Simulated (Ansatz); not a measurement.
Geometry optimisation, DFT PBEsol, scalar-relativistic, plane waves, PAW (Ansatz 0.2.0).

input.yaml

```yaml
crystal:
  lattice:
    - [0.0, 3.89, 3.89]
    - [3.89, 0.0, 3.89]
    - [3.89, 3.89, 0.0]
  atoms:
    - { symbol: Mg, position: [0.0, 0.0, 0.0] }
    - { symbol: O, position: [0.25, 0.25, 0.25] }
    - { symbol: Mg, position: [0.0, 0.0, 0.5] }
    - { symbol: O, position: [0.25, 0.25, 0.75] }
    - { symbol: Mg, position: [0.0, 0.5, 0.0] }
    - { symbol: O, position: [0.25, 0.75, 0.25] }
    - { symbol: Mg, position: [0.0, 0.5, 0.5] }
    - { symbol: O, position: [0.25, 0.75, 0.75] }
    - { symbol: Mg, position: [0.5, 0.0, 0.0] }
    - { symbol: O, position: [0.75, 0.25, 0.25] }
    - { symbol: Mg, position: [0.5, 0.0, 0.5] }
    - { symbol: O, position: [0.75, 0.25, 0.75] }
    - { symbol: Mg, position: [0.5, 0.5, 0.0] }
    - { symbol: O, position: [0.75, 0.75, 0.25] }
    - { symbol: Mg, position: [0.5, 0.5, 0.5] }
    - { symbol: O, position: [0.75, 0.75, 0.75] }
    - { symbol: O, position: [1.12645363, 0.627539, 1.1275511], spin: 1.0 }
magnetization:
  spin_polarized: true
basis:
  ecutwfc: 420.0
kpoints:
  mp_grid: { grid: [2, 2, 2] }
hamiltonian:
  xc: pbesol
  pseudopotentials: { kind: paw, azcp: { folder: soft_1 } }
scf:
  occupations: { method: gaussian, width: 0.05 }
  lower_state_search: "off"
relax:
  f_tol: 0.03
  max_steps: 60
  adjacent_minimum: "off"
```

Run as:

```bash
$ ansatz run input.yaml --threads 2 --pin off --max-ram 5120MiB --backend cpu --events-out ev --progress --plain --runs-dir out
```

Problem. Where does it end, and by what steps?

Solution. It converged. The force dipped under the threshold on the way, but the program's further checks kept it going. Limits of this set-up: coarse k mesh, PAW files made for another functional, a small cell, in which the defect meets its images. After 13 steps the energy has fallen by 8.436 eV; O17 moved furthest, 1.08 Å. Parted: Mg5–O17 (1.71 → 2.82 Å). Joined: Mg3–O17 (3.20 → 1.97 Å).

```csv
step,energy less start (eV),largest force component (eV/Å),accepted
0,0.0000,5.890,yes
1,-3.2803,3.012,yes
2,-4.7130,3.501,yes
3,-5.7246,2.842,yes
4,-6.2214,1.939,yes
5,-7.5225,1.498,yes
6,-7.9492,1.575,yes
7,-8.0501,0.274,yes
8,-8.0553,0.295,yes
9,-8.1157,0.482,yes
10,-8.2538,1.693,yes
11,-8.4348,0.199,yes
12,-8.4362,0.015,yes
13,-8.4362,0.015,yes
```

```xyz
17
Lattice="0.0000 3.8900 3.8900 3.8900 0.0000 3.8900 3.8900 3.8900 0.0000" Properties=species:S:1:pos:R:3
Mg -0.056 -0.222 -0.026
O 1.889 1.889 1.889
Mg 1.796 1.889 -0.056
O 3.834 3.834 1.889
Mg 1.926 -0.056 1.889
O 3.834 2.362 4.307
Mg 3.834 1.919 1.723
O 5.779 3.834 3.834
Mg -0.056 1.859 2.055
O 1.889 3.834 3.834
Mg 1.852 3.834 1.889
O 3.835 5.779 3.834
Mg 1.982 1.889 3.834
O 3.834 3.833 5.778
Mg 3.834 4.000 3.804
O 5.779 5.779 5.779
O 7.724 9.195 7.250
```

Whether the end is a true minimum wasn't checked by a vibrational analysis.

Time of the run: 42 s on 2 threads of Arm Neoverse V2, with other jobs on the host, peak memory 0.45 GiB.
